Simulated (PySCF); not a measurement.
# Cl3GeH3HfO: the cost of one run

Computed with PySCF 2.14.0; each step states its level. No surroundings beyond the atoms listed, unless a continuum is named. Atoms count from 0, parts from 1.

## (1) The system as given

Each species was relaxed by itself at PBE0-D3(BJ)/def2-SVP.

## (2) Reaction energy: wB97M-D3(BJ)/def2-TZVP

Job settings and geometry (Å):

```
{"job": {"kind": "react", "xc": "wB97M-D3(BJ)", "basis": "def2-TZVP"}, "charge": 0, "multiplicity": 1}
-1 GeH4O charge 0 multiplicity 1
Ge    -0.058770    -0.165240     0.381840
O      0.660640     0.229900    -1.200970
H     -1.308870    -1.052310     0.198100
H      1.047340    -0.920680     1.126700
H     -0.450250     1.125740     1.132640
H      0.054740     0.716490    -1.769220

-1 Cl4Hf charge 0 multiplicity 1
Cl    -1.551810     0.867500     1.490670
Hf     0.003110    -0.001580    -0.003000
Cl     0.731650     1.690270    -1.424670
Cl    -0.995790    -1.696640    -1.244920
Cl     1.812830    -0.859550     1.181920

+1 Cl3GeH3HfO charge 0 multiplicity 1
Ge     1.613820    -0.651980    -0.847220
O      0.115960    -0.046220    -0.065230
Hf    -1.457550     0.591780     0.760190
Cl    -0.826080     1.869340     2.627240
Cl    -2.650050     1.900630    -0.786960
Cl    -2.727570    -1.268800     1.422060
H      2.467160    -1.270020     0.268240
H      2.291720     0.564940    -1.490360
H      1.172540    -1.689730    -1.887860

+1 ClH charge 0 multiplicity 1
Cl     0.642940     0.005810     0.001480
H     -0.642060    -0.004970    -0.000710
```

Method: wB97M-D3(BJ)/def2-TZVP reaction energy of separated species, gas phase.

Command:

```console
> OMP_NUM_THREADS=1 python cluster_run.py task.json out
```

This one command runs all jobs of the session in turn.

**Question.** How long does this first job take on 1 thread of Arm Neoverse N1, shared host, and how much memory does it need?

About 86 s, with a peak of 0.84 GiB.
